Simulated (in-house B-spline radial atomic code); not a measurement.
# Ga⁺: binding energies from hole states

Wanted: ΔSCF binding energies of Ga⁺.

Program: in-house B-spline radial atomic code version 1. Level of theory: Dirac-Coulomb relativistic LDA (MacDonald-Vosko exchange, VWN5), spherical fractional occupations, Fermi nucleus, basis-set limit. These are calculated values, not measurements, unless marked.

## 1. What is computed

```
element       : gallium (Z = 31)
charge        : +1
electrons     : 30
configuration : [Ar] 3d10 4s2
Hamiltonian   : Dirac-Coulomb
nucleus       : Fermi, rms radius 3.997 fm
```

The outer shells:

[Ar] 3d10 4s2
```
[Ar] core
3d [↑↓][↑↓][↑↓][↑↓][↑↓]
4s [↑↓]
```

## 2. The parent ion

Input settings:

```ini
Z = 31
electrons = 30.0
configuration = [Ar] 3d10 4s2
hamiltonian = dirac
method = lda_x_rel,vwn
spin_polarised = False
nucleus = fermi
rms_radius = 3.9973
mass_number = 69
atomic_mass = 68.925573528
speed_of_light = 137.035999084
```

Main fields of the result record, rounded:

```text
status: converged
scf [iteration, energy, orbital gradient]:
  - [1, -1938.67479523, 0.251]
  - [2, -1938.7283308, 0.141]
  - [3, -1939.1342651, 0.058]
  - [4, -1939.20601452, 0.0265]
  - [5, -1939.1471845, 0.0523]
  - [6, -1939.22631914, 0.00392]
  - [7, -1939.22676397, 6.93e-05]
  - [8, -1939.2267641, 3e-06]
  - [9, -1939.2267641, 4.56e-07]
  - [10, -1939.2267641, 1.3e-08]
energy [hartree]: {"total": -1939.2267641, "kinetic": 1973.49736757, "nuclear": -4671.54657084, "coulomb": 829.493668567, "xc": -70.6712293948}
qed [hartree]: {"self_energy": 0.6235525, "uehling": -0.05845638, "wichmann_kroll": 0.0004991852}
recoil [hartree]: 0.01146003
orbitals [hartree, bohr; first row names the columns]:
  - ["name", "occ", "eps", "<r>", "<r^2>", "<1/r>", "r_max", "density_at_nucleus", "small_component", "self_energy", "hyperfine_A/g_I (MHz)"]
  - ["1s1/2", 2.0, -374.27247, 0.048759, 0.0031986, 31.198, 0.031894, 12330.0, 0.012468, 0.27445, 7831700.0]
  - ["2s1/2", 2.0, -46.488646, 0.21828, 0.056266, 6.8631, 0.18308, 1228.6, 0.0023988, 0.029205, 771520.0]
  - ["2p1/2", 2.0, -41.273596, 0.18864, 0.043723, 6.8324, 0.14461, 10.043, 0.0023935, -0.00056163, 235840.0]
  - ["2p3/2", 4.0, -40.264225, 0.19215, 0.045232, 6.6582, 0.1475, "-", 0.0023483, 0.0016165, 43109.0]
  - ["3s1/2", 2.0, -5.7105586, 0.65383, 0.49415, 2.1882, 0.56585, 186.0, 0.00054331, 0.0045454, 116640.0]
  - ["3p1/2", 2.0, -4.0176313, 0.6731, 0.53511, 2.0612, 0.56159, 1.4992, 0.00049511, -2.3468e-05, 31507.0]
  - ["3p3/2", 4.0, -3.8844761, 0.68402, 0.55259, 2.0185, 0.57, "-", 0.00048259, 0.00026311, 5713.7]
  - ["3d3/2", 4.0, -1.0315477, 0.8042, 0.84553, 1.6593, 0.52935, "-", 0.00034782, -2.5804e-05, 1807.6]
  - ["3d5/2", 6.0, -1.0145066, 0.81046, 0.85933, 1.647, 0.53231, "-", 0.00034405, 3.0093e-05, 759.44]
  - ["4s1/2", 2.0, -0.61122422, 2.2058, 5.5877, 0.59177, 1.8438, 14.767, 5.8453e-05, 0.00036073, 9258.5]
sum_r [bohr^k]: {"-1": 150.6954, "1": 19.56104, "2": 24.36958}
density_at_nucleus [bohr^-3]: 27541.4
```

Wall time 1.4 s (1 thread, shared host).

## 3. The 1s hole

The settings differ from step 2 so:

```diff
@@ -1,4 +1,4 @@
 Z = 31
-electrons = 30.0
-configuration = [Ar] 3d10 4s2
+electrons = 29.0
+configuration = 1s1 2s2 2p6 3s2 3p6 3d10 4s2
 hamiltonian = dirac
```

Result record:

```text
status: converged
iterations: 9
energy [hartree]: {"total": -1557.80552393, "kinetic": 1583.5499041, "nuclear": -3836.39687076, "coulomb": 758.044353773, "xc": -63.0029110415}
qed [hartree]: {"self_energy": 0.3589588, "uehling": -0.03316427, "wichmann_kroll": 0.0002832129}
recoil [hartree]: 0.009625499
orbitals [hartree, bohr; first row names the columns]:
  - ["name", "occ", "eps", "<r>"]
  - ["1s1/2", 1.0, -388.53465, 0.048235]
  - ["2s1/2", 2.0, -49.909162, 0.21314]
  - ["2p1/2", 2.0, -45.328967, 0.18221]
  - ["2p3/2", 4.0, -44.204342, 0.18571]
  - ["3s1/2", 2.0, -6.7378212, 0.63347]
  - ["3p1/2", 2.0, -5.062322, 0.64237]
  - ["3p3/2", 4.0, -4.9108334, 0.65285]
  - ["3d3/2", 4.0, -1.8525727, 0.7264]
  - ["3d5/2", 6.0, -1.8307605, 0.73151]
  - ["4s1/2", 2.0, -1.075796, 1.9538]
sum_r [bohr^k]: {"-1": 123.7549, "1": 17.94709, "2": 19.74144}
energy_minus_base [hartree]: 381.42124
```

Wall time 0.81 s (1 thread, shared host).

energy_minus_base is the energy less that of the reference run.

## 4. The 2s hole

The settings differ from step 3 so:

```diff
@@ -2,3 +2,3 @@
 electrons = 29.0
-configuration = 1s1 2s2 2p6 3s2 3p6 3d10 4s2
+configuration = 1s2 2s1 2p6 3s2 3p6 3d10 4s2
 hamiltonian = dirac
```

Result record:

```text
status: converged
iterations: 9
energy [hartree]: {"total": -1891.67874167, "kinetic": 1923.92581972, "nuclear": -4535.49118968, "coulomb": 788.163959764, "xc": -68.2773314749}
qed [hartree]: {"self_energy": 0.5964656, "uehling": -0.05604746, "wichmann_kroll": 0.0004786959}
recoil [hartree]: 0.01097121
orbitals [hartree, bohr; first row names the columns]:
  - ["name", "occ", "eps", "<r>"]
  - ["1s1/2", 2.0, -377.69021, 0.048723]
  - ["2s1/2", 1.0, -48.6331, 0.2165]
  - ["2p1/2", 2.0, -43.61394, 0.18666]
  - ["2p3/2", 4.0, -42.581334, 0.1901]
  - ["3s1/2", 2.0, -6.6159939, 0.64067]
  - ["3p1/2", 2.0, -4.9239541, 0.65327]
  - ["3p3/2", 4.0, -4.7816052, 0.66359]
  - ["3d3/2", 4.0, -1.8844574, 0.72399]
  - ["3d5/2", 6.0, -1.8632554, 0.72881]
  - ["4s1/2", 2.0, -1.0649573, 1.9717]
sum_r [bohr^k]: {"-1": 146.3065, "1": 17.90201, "2": 19.91607}
energy_minus_base [hartree]: 47.5480224
```

Run time: 0.81 s. Hardware: 1 thread, shared host.

## 5. The 2p1/2 hole

In configurations, a minus sign after the shell means j = l − 1/2 and a plus sign j = l + 1/2; the count of electrons follows.

The settings differ from step 4 so:

```diff
@@ -2,3 +2,3 @@
 electrons = 29.0
-configuration = 1s2 2s1 2p6 3s2 3p6 3d10 4s2
+configuration = 1s2 2s2 2p-1 2p+4 3s2 3p6 3d10 4s2
 hamiltonian = dirac
```

Result record:

```text
status: converged
iterations: 9
energy [hartree]: {"total": -1896.64284797, "kinetic": 1929.10754479, "nuclear": -4542.48028764, "coulomb": 784.738757686, "xc": -68.0088628107}
qed [hartree]: {"self_energy": 0.6268901, "uehling": -0.05865437, "wichmann_kroll": 0.0005008325}
recoil [hartree]: 0.0114963
orbitals [hartree, bohr; first row names the columns]:
  - ["name", "occ", "eps", "<r>"]
  - ["1s1/2", 2.0, -378.31015, 0.048727]
  - ["2s1/2", 2.0, -48.833455, 0.21604]
  - ["2p1/2", 1.0, -43.924669, 0.18598]
  - ["2p3/2", 4.0, -42.882584, 0.1894]
  - ["3s1/2", 2.0, -6.6269285, 0.63985]
  - ["3p1/2", 2.0, -4.9417819, 0.6517]
  - ["3p3/2", 4.0, -4.7988465, 0.66199]
  - ["3d3/2", 4.0, -1.8816369, 0.72351]
  - ["3d5/2", 6.0, -1.8602194, 0.72838]
  - ["4s1/2", 2.0, -1.0659391, 1.97]
sum_r [bohr^k]: {"-1": 146.532, "1": 17.90846, "2": 19.88992}
energy_minus_base [hartree]: 42.5839161
```

Run time: 0.81 s. Hardware: 1 thread, shared host.

## 6. The 2p3/2 hole

The settings differ from step 5 so:

```diff
@@ -2,3 +2,3 @@
 electrons = 29.0
-configuration = 1s2 2s2 2p-1 2p+4 3s2 3p6 3d10 4s2
+configuration = 1s2 2s2 2p-2 2p+3 3s2 3p6 3d10 4s2
 hamiltonian = dirac
```

Result record:

```text
status: converged
iterations: 9
energy [hartree]: {"total": -1897.68433389, "kinetic": 1932.28527652, "nuclear": -4547.10615102, "coulomb": 785.203690844, "xc": -68.0671502317}
qed [hartree]: {"self_energy": 0.6245531, "uehling": -0.0586718, "wichmann_kroll": 0.0005009938}
recoil [hartree]: 0.01148232
orbitals [hartree, bohr; first row names the columns]:
  - ["name", "occ", "eps", "<r>"]
  - ["1s1/2", 2.0, -378.1955, 0.04873]
  - ["2s1/2", 2.0, -48.809979, 0.2161]
  - ["2p1/2", 2.0, -43.891665, 0.18605]
  - ["2p3/2", 3.0, -42.850778, 0.18948]
  - ["3s1/2", 2.0, -6.625422, 0.63996]
  - ["3p1/2", 2.0, -4.9397883, 0.65188]
  - ["3p3/2", 4.0, -4.7969534, 0.66217]
  - ["3d3/2", 4.0, -1.8819613, 0.72356]
  - ["3d5/2", 6.0, -1.8605662, 0.72843]
  - ["4s1/2", 2.0, -1.0658072, 1.9702]
sum_r [bohr^k]: {"-1": 146.6812, "1": 17.90777, "2": 19.89318}
energy_minus_base [hartree]: 41.5424302
```

It took 0.81 s on 1 thread, shared host.

## 7. The 3s hole

The settings differ from step 6 so:

```diff
@@ -2,3 +2,3 @@
 electrons = 29.0
-configuration = 1s2 2s2 2p-2 2p+3 3s2 3p6 3d10 4s2
+configuration = 1s2 2s2 2p6 3s1 3p6 3d10 4s2
 hamiltonian = dirac
```

Result record:

```text
status: converged
iterations: 9
energy [hartree]: {"total": -1933.11482231, "kinetic": 1967.09009436, "nuclear": -4635.68344469, "coulomb": 805.194646409, "xc": -69.7161183888}
qed [hartree]: {"self_energy": 0.6195071, "uehling": -0.05810663, "wichmann_kroll": 0.0004962117}
recoil [hartree]: 0.0113714
orbitals [hartree, bohr; first row names the columns]:
  - ["name", "occ", "eps", "<r>"]
  - ["1s1/2", 2.0, -375.29091, 0.048754]
  - ["2s1/2", 2.0, -47.384004, 0.21821]
  - ["2p1/2", 2.0, -42.180028, 0.18855]
  - ["2p3/2", 4.0, -41.169141, 0.19205]
  - ["3s1/2", 1.0, -6.5304026, 0.64883]
  - ["3p1/2", 2.0, -4.8309429, 0.66492]
  - ["3p3/2", 4.0, -4.6947243, 0.67525]
  - ["3d3/2", 4.0, -1.8071288, 0.75355]
  - ["3d5/2", 6.0, -1.7886277, 0.75826]
  - ["4s1/2", 2.0, -1.0648159, 1.9762]
sum_r [bohr^k]: {"-1": 149.5385, "1": 17.87517, "2": 20.20858}
energy_minus_base [hartree]: 6.11194179
```

Wall time 0.81 s (1 thread, shared host).

## 8. The 3p1/2 hole

The settings differ from step 7 so:

```diff
@@ -2,3 +2,3 @@
 electrons = 29.0
-configuration = 1s2 2s2 2p6 3s1 3p6 3d10 4s2
+configuration = 1s2 2s2 2p6 3s2 3p-1 3p+4 3d10 4s2
 hamiltonian = dirac
```

Result record:

```text
status: converged
iterations: 9
energy [hartree]: {"total": -1934.81388207, "kinetic": 1968.86409193, "nuclear": -4639.18199982, "coulomb": 805.243437929, "xc": -69.7394121084}
qed [hartree]: {"self_energy": 0.6241048, "uehling": -0.05849511, "wichmann_kroll": 0.0004995091}
recoil [hartree]: 0.01146383
orbitals [hartree, bohr; first row names the columns]:
  - ["name", "occ", "eps", "<r>"]
  - ["1s1/2", 2.0, -375.30371, 0.048755]
  - ["2s1/2", 2.0, -47.383412, 0.2182]
  - ["2p1/2", 2.0, -42.185928, 0.18852]
  - ["2p3/2", 4.0, -41.174584, 0.19202]
  - ["3s1/2", 2.0, -6.5237202, 0.64891]
  - ["3p1/2", 1.0, -4.8250601, 0.66501]
  - ["3p3/2", 4.0, -4.6888657, 0.67536]
  - ["3d3/2", 4.0, -1.8010328, 0.75436]
  - ["3d5/2", 6.0, -1.782551, 0.75909]
  - ["4s1/2", 2.0, -1.0643943, 1.9771]
sum_r [bohr^k]: {"-1": 149.6514, "1": 17.86949, "2": 20.2011}
energy_minus_base [hartree]: 4.41288203
```

It took 0.86 s on 1 thread, shared host.

Radial density 4πr²n(r) and radial functions P(r) = rR(r):

```tsv
r (bohr)	4πr²n	3p3/2	4s1/2
0.00381	3.311	0.0047	0.0482
0.00566	6.384	0.0101	0.0667
0.00840	11.63	0.0212	0.0894
0.0125	19.60	0.0437	0.1142
0.0185	29.14	0.0869	0.1343
0.0275	36.71	0.1663	0.1370
0.0408	37.07	0.2967	0.1022
0.0605	31.54	0.4776	0.0116
0.0898	32.23	0.6555	-0.1254
0.133	42.05	0.6791	-0.2321
0.198	38.98	0.3348	-0.1732
0.294	23.33	-0.4101	0.1050
0.436	23.93	-1.1417	0.3710
0.647	23.70	-1.2730	0.2468
0.961	10.97	-0.7968	-0.2813
1.43	3.463	-0.2739	-0.7456
2.12	1.316	-0.0452	-0.7276
3.14	0.2641	-0.0026	-0.3566
4.66	0.01134	0.0000	-0.0751
6.92	4.984e-05	0.0000	-0.0050
```

On the record's full grid the radial density has clear maxima near r = 0.034, 0.16, 0.53 bohr.

## 9. The 3p3/2 hole

The settings differ from step 8 so:

```diff
@@ -2,3 +2,3 @@
 electrons = 29.0
-configuration = 1s2 2s2 2p6 3s2 3p-1 3p+4 3d10 4s2
+configuration = 1s2 2s2 2p6 3s2 3p-2 3p+3 3d10 4s2
 hamiltonian = dirac
```

Result record:

```text
status: converged
iterations: 9
energy [hartree]: {"total": -1934.95002237, "kinetic": 1969.28129031, "nuclear": -4639.89512797, "coulomb": 805.41425791, "xc": -69.750442609}
qed [hartree]: {"self_energy": 0.623796, "uehling": -0.05849762, "wichmann_kroll": 0.0004995323}
recoil [hartree]: 0.01146042
orbitals [hartree, bohr; first row names the columns]:
  - ["name", "occ", "eps", "<r>"]
  - ["1s1/2", 2.0, -375.28544, 0.048755]
  - ["2s1/2", 2.0, -47.373978, 0.2182]
  - ["2p1/2", 2.0, -42.175939, 0.18852]
  - ["2p3/2", 4.0, -41.164691, 0.19203]
  - ["3s1/2", 2.0, -6.5203691, 0.64905]
  - ["3p1/2", 2.0, -4.8217334, 0.66522]
  - ["3p3/2", 3.0, -4.6856472, 0.67557]
  - ["3d3/2", 4.0, -1.7980668, 0.75503]
  - ["3d5/2", 6.0, -1.7796184, 0.75977]
  - ["4s1/2", 2.0, -1.0643195, 1.9773]
sum_r [bohr^k]: {"-1": 149.6744, "1": 17.86769, "2": 20.2029}
energy_minus_base [hartree]: 4.27674173
```

Wall time 0.81 s (1 thread, shared host).

## 10. The 3d3/2 hole

The settings differ from step 9 so:

```diff
@@ -2,3 +2,3 @@
 electrons = 29.0
-configuration = 1s2 2s2 2p6 3s2 3p-2 3p+3 3d10 4s2
+configuration = 1s2 2s2 2p6 3s2 3p6 3d-3 3d+6 4s2
 hamiltonian = dirac
```

Result record:

```text
status: converged
iterations: 9
energy [hartree]: {"total": -1937.83332353, "kinetic": 1972.16992529, "nuclear": -4646.93183736, "coulomb": 806.830110925, "xc": -69.9015223864}
qed [hartree]: {"self_energy": 0.6239395, "uehling": -0.05848506, "wichmann_kroll": 0.0004994297}
recoil [hartree]: 0.01147207
orbitals [hartree, bohr; first row names the columns]:
  - ["name", "occ", "eps", "<r>"]
  - ["1s1/2", 2.0, -375.08188, 0.04876]
  - ["2s1/2", 2.0, -47.327552, 0.21828]
  - ["2p1/2", 2.0, -42.109675, 0.18866]
  - ["2p3/2", 4.0, -41.100626, 0.19216]
  - ["3s1/2", 2.0, -6.4877726, 0.64952]
  - ["3p1/2", 2.0, -4.7889184, 0.66603]
  - ["3p3/2", 4.0, -4.6530901, 0.67644]
  - ["3d3/2", 3.0, -1.7740786, 0.75751]
  - ["3d5/2", 6.0, -1.7556959, 0.76232]
  - ["4s1/2", 2.0, -1.0599394, 1.9836]
sum_r [bohr^k]: {"-1": 149.9014, "1": 17.83043, "2": 20.13592}
energy_minus_base [hartree]: 1.39344057
```

Wall time 0.81 s (1 thread, shared host).

## 11. The 3d5/2 hole

The settings differ from step 10 so:

```diff
@@ -2,3 +2,3 @@
 electrons = 29.0
-configuration = 1s2 2s2 2p6 3s2 3p6 3d-3 3d+6 4s2
+configuration = 1s2 2s2 2p6 3s2 3p6 3d-4 3d+5 4s2
 hamiltonian = dirac
```

Result record:

```text
status: converged
iterations: 9
energy [hartree]: {"total": -1937.85169972, "kinetic": 1972.22457299, "nuclear": -4647.06979754, "coulomb": 806.89891612, "xc": -69.9053912825}
qed [hartree]: {"self_energy": 0.6238761, "uehling": -0.0584848, "wichmann_kroll": 0.0004994274}
recoil [hartree]: 0.01147183
orbitals [hartree, bohr; first row names the columns]:
  - ["name", "occ", "eps", "<r>"]
  - ["1s1/2", 2.0, -375.07728, 0.04876]
  - ["2s1/2", 2.0, -47.323428, 0.21829]
  - ["2p1/2", 2.0, -42.105376, 0.18866]
  - ["2p3/2", 4.0, -41.096346, 0.19216]
  - ["3s1/2", 2.0, -6.4862693, 0.64957]
  - ["3p1/2", 2.0, -4.7874369, 0.6661]
  - ["3p3/2", 4.0, -4.6516431, 0.67651]
  - ["3d3/2", 4.0, -1.7726997, 0.75777]
  - ["3d5/2", 5.0, -1.7543301, 0.76258]
  - ["4s1/2", 2.0, -1.0597953, 1.9838]
sum_r [bohr^k]: {"-1": 149.9058, "1": 17.82899, "2": 20.13431}
energy_minus_base [hartree]: 1.37506438
```

It took 0.81 s on 1 thread, shared host.

## 12. The 4s hole

The settings differ from step 11 so:

```diff
@@ -2,3 +2,3 @@
 electrons = 29.0
-configuration = 1s2 2s2 2p6 3s2 3p6 3d-4 3d+5 4s2
+configuration = 1s2 2s2 2p6 3s2 3p6 3d10 4s1
 hamiltonian = dirac
```

Result record:

```text
status: converged
iterations: 9
energy [hartree]: {"total": -1938.43763324, "kinetic": 1972.70686139, "nuclear": -4657.24216789, "coulomb": 816.473697747, "xc": -70.3760244887}
qed [hartree]: {"self_energy": 0.6232652, "uehling": -0.05843169, "wichmann_kroll": 0.0004989752}
recoil [hartree]: 0.01145236
orbitals [hartree, bohr; first row names the columns]:
  - ["name", "occ", "eps", "<r>"]
  - ["1s1/2", 2.0, -374.72377, 0.048758]
  - ["2s1/2", 2.0, -46.929585, 0.21828]
  - ["2p1/2", 2.0, -41.715465, 0.18864]
  - ["2p3/2", 4.0, -40.705972, 0.19214]
  - ["3s1/2", 2.0, -6.1551284, 0.65388]
  - ["3p1/2", 2.0, -4.4620523, 0.67298]
  - ["3p3/2", 4.0, -4.3289497, 0.68385]
  - ["3d3/2", 4.0, -1.4717345, 0.7951]
  - ["3d5/2", 6.0, -1.4545576, 0.80087]
  - ["4s1/2", 1.0, -0.97165072, 2.0639]
sum_r [bohr^k]: {"-1": 150.234, "1": 17.11852, "2": 17.7576}
energy_minus_base [hartree]: 0.789130856
```

Run time: 0.81 s. Hardware: 1 thread, shared host.

## 13. Binding energies

| hole | ΔSCF (eV) | −ε of the parent (eV) | −ε less ΔSCF (eV) |
| --- | --- | --- | --- |
| 1s | 10379.0 | 10184.5 | -194.53 |
| 2s | 1293.85 | 1265.02 | -28.83 |
| 2p1/2 | 1158.77 | 1123.11 | -35.66 |
| 2p3/2 | 1130.43 | 1095.65 | -34.78 |
| 3s | 166.31 | 155.39 | -10.92 |
| 3p1/2 | 120.08 | 109.33 | -10.76 |
| 3p3/2 | 116.38 | 105.70 | -10.67 |
| 3d3/2 | 37.917 | 28.070 | -9.85 |
| 3d5/2 | 37.417 | 27.606 | -9.81 |
| 4s | 21.473 | 16.632 | -4.84 |

What this shows: With relativistic LDA the orbital energies fall short of the binding energies, by 194.5 eV for 1s: an electron's repulsion with itself pushes the levels up, so −ε is no binding energy here. The difference of the 1s and 2p3/2 holes gives a Kα1 line at 9248.6 eV for this charge state. The spin-orbit splitting of the 2p hole is 28.34 eV. Values are for the free ion, measured from the vacuum level.
